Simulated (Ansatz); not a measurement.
# H₄NO₃V: how energies converge with the basis set

An exercise on one series of results from a longer session: the logs are not shown, and one member is left open.

Method: one geometry, several basis sets; program: Ansatz 0.2.0, Gaussian basis.

Plan: PBE0-D4/def2-SVP; ωB97M-V/def2-SVP; PBE0-D4/def2-QZVPP; ωB97M-V/def2-QZVPP; the functionals' def2-TZVPP values are taken from earlier runs.

## The relaxed structure

An earlier PBE0-D4 in a triple-zeta def2 set relaxation fixed the geometry.

SMILES `[NH]=[V]([OH])([OH])[OH]`, 9 atoms, charge 0, spin multiplicity 1.

Atoms are counted from 1 here; the program's logs count them from 0.

Bond lengths: N1–V2 1.603 Å, N1–H6 1.010 Å, V2–O3 1.784 Å, V2–O4 1.784 Å, V2–O5 1.768 Å, O3–H7 0.964 Å, O4–H8 0.964 Å, O5–H9 0.959 Å. Angles: V2–N1–H6 172.2°, N1–V2–O3 107.0°, N1–V2–O4 107.0°, N1–V2–O5 111.6°, O3–V2–O4 112.3°, O3–V2–O5 109.5°, O4–V2–O5 109.5°, V2–O3–H7 115.7°, V2–O4–H8 115.7°, V2–O5–H9 123.3°.

Coordinates:

```
N    -0.22015    1.22586   -1.09228
V     0.02019   -0.00594   -0.09437
O     1.72581   -0.49614   -0.27410
O    -1.10893   -1.29818   -0.58113
O    -0.29039    0.44859    1.58577
H    -0.33659    1.91537   -1.82143
H     2.05173   -1.12426    0.37989
H    -1.18506   -2.03938    0.02985
H    -0.56811    1.32777    1.85070
```

Set-up of the first run:

Input file in.yaml:

```yaml
crystal:
  periodic: [false, false, false]
  atoms:
    - {symbol: N, position_ang: [-0.220153, 1.225865, -1.092281]}
    - {symbol: V, position_ang: [0.020191, -0.005942, -0.094369]}
    - {symbol: O, position_ang: [1.725812, -0.496140, -0.274104]}
    - {symbol: O, position_ang: [-1.108931, -1.298180, -0.581127]}
    - {symbol: O, position_ang: [-0.290387, 0.448594, 1.585774]}
    - {symbol: H, position_ang: [-0.336595, 1.915372, -1.821430]}
    - {symbol: H, position_ang: [2.051734, -1.124259, 0.379894]}
    - {symbol: H, position_ang: [-1.185061, -2.039383, 0.029846]}
    - {symbol: H, position_ang: [-0.568111, 1.327773, 1.850697]}
basis:
  gaussian: {orbitals: def2-SVP}
hamiltonian: {xc: pbe0, dispersion: d4}
output: {orbitals: {seedname: orbitals}}
```

Run with:

```console
> ansatz run in.yaml --threads 4 --pin off --events-out ev --progress --plain --max-ram 10444MiB
```

Steps of the session up to this table: PBE0-D4 in def2-SVP; ωB97M-V in def2-SVP; PBE0-D4 in def2-QZVPP; ωB97M-V in def2-QZVPP.

One table of the session follows, with a row left open; its other results are not shown here.

It belongs to the step «Density functionals: the series». 

| functional | basis | HOMO (eV) | LUMO (eV) |
| --- | --- | --- | --- |
| PBE0-D4 | def2-SVP | -7.85 | -1.68 |
| PBE0-D4 | def2-TZVPP | -8.12 | -1.89 |
| PBE0-D4 | def2-QZVPP | -8.16 | -1.94 |
| ωB97M-V | def2-SVP | -10.20 | 0.63 |
| ωB97M-V | def2-TZVPP | ? | ? |
| ωB97M-V | def2-QZVPP | -10.55 | 0.29 |

Q: Estimate the row for ωB97M-V, def2-TZVPP from the others.

**Answer.** HOMO (eV): -10.51; LUMO (eV): 0.36. In the column «HOMO (eV)» it lies between ωB97M-V, def2-QZVPP (-10.55) and ωB97M-V, def2-SVP (-10.20).
